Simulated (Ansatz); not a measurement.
# Mg3S2: the cost of one run

Method: DFT PBE, scalar-relativistic, plane waves, PAW, unless a step names another level, in Ansatz 0.2.0.

2 further runs of the same task are left out: 1 that didn't finish, 1 set aside as unsound or not needed. Runs told in other sessions of the task aren't counted.

## Step 1: Starting point

It takes space group P6_3/mmc (No. 194, hexagonal). The conventional cell has a = 3.695 Å, b = 3.695 Å, c = 17.736 Å, α = 90.00°, β = 90.00°, γ = 120.00°. Mg (site symmetry 3m) has 3 S at 2.61 Å and 1 Mg at 2.84 Å in its first shell of neighbours. Mg (site symmetry -3m) is surrounded by 6 S at 2.62 Å. Around S (site symmetry 3m) lie 6 Mg at 2.61 to 2.62 Å.

As a file:

```cif
data_structure
_symmetry_space_group_name_H-M 'P6_3/mmc'
_symmetry_Int_Tables_number 194
_cell_length_a 3.6951
_cell_length_b 3.6951
_cell_length_c 17.7358
_cell_angle_alpha 90.000
_cell_angle_beta 90.000
_cell_angle_gamma 120.000
_cell_volume 209.72
loop_
_atom_site_label
_atom_site_type_symbol
_atom_site_symmetry_multiplicity
_atom_site_Wyckoff_symbol
_atom_site_fract_x
_atom_site_fract_y
_atom_site_fract_z
_atom_site_occupancy
Mg1 Mg 4 f 0.33333 0.66667 0.83009 1
Mg2 Mg 2 a 0.00000 0.00000 0.00000 1
S1 S 4 f 0.66667 0.33333 0.91441 1
```

It came out lowest among 25 distinct ends of the trial cells. At a tolerance of 0.02 Å it has space group P6_3/mmc (No. 194).

## Step 2: A stricter relaxation, on the response runs' mesh and smearing

input.yaml reads:

```yaml
crystal:
  lattice:
    - [3.6951092327, 0.0, 0.0]
    - [-1.8475546164, 3.2000584653, 0.0]
    - [0.0, 0.0, 17.7358026547]
  atoms:
    - { symbol: Mg, position: [0.3333333333, 0.6666666667, 0.830088333] }
    - { symbol: Mg, position: [0.6666666667, 0.3333333333, 0.330088333] }
    - { symbol: Mg, position: [0.6666666667, 0.3333333333, 0.169911667] }
    - { symbol: Mg, position: [0.3333333333, 0.6666666667, 0.669911667] }
    - { symbol: Mg, position: [0.0, 0.0, 0.0] }
    - { symbol: Mg, position: [0.0, 0.0, 0.5] }
    - { symbol: S, position: [0.6666666667, 0.3333333333, 0.9144117643] }
    - { symbol: S, position: [0.3333333333, 0.6666666667, 0.4144117643] }
    - { symbol: S, position: [0.6666666667, 0.3333333333, 0.5855882357] }
    - { symbol: S, position: [0.3333333333, 0.6666666667, 0.0855882357] }
basis:
  ecutwfc: 420
kpoints:
  mp_grid: { grid: [12, 12, 2] }
hamiltonian:
  xc: pbe
scf:
  occupations: { method: fixed }
output:
  forces: true
  stress: true
  eigenvalues: true
relax:
  adjacent_minimum: "off"
  f_tol: 0.001
  max_steps: 60
  cell: { stress_tol: 0.01 }
```

Command:

```console
> ansatz run input.yaml --threads 3 --pin off --max-ram 7680MiB --backend cpu --events-out ev --progress --plain --runs-dir out
```

What time and memory should one allow on 3 threads of AMD EPYC 9R45 (Zen 5), shared host?

About 7.1 s, with a peak of 0.75 GiB.
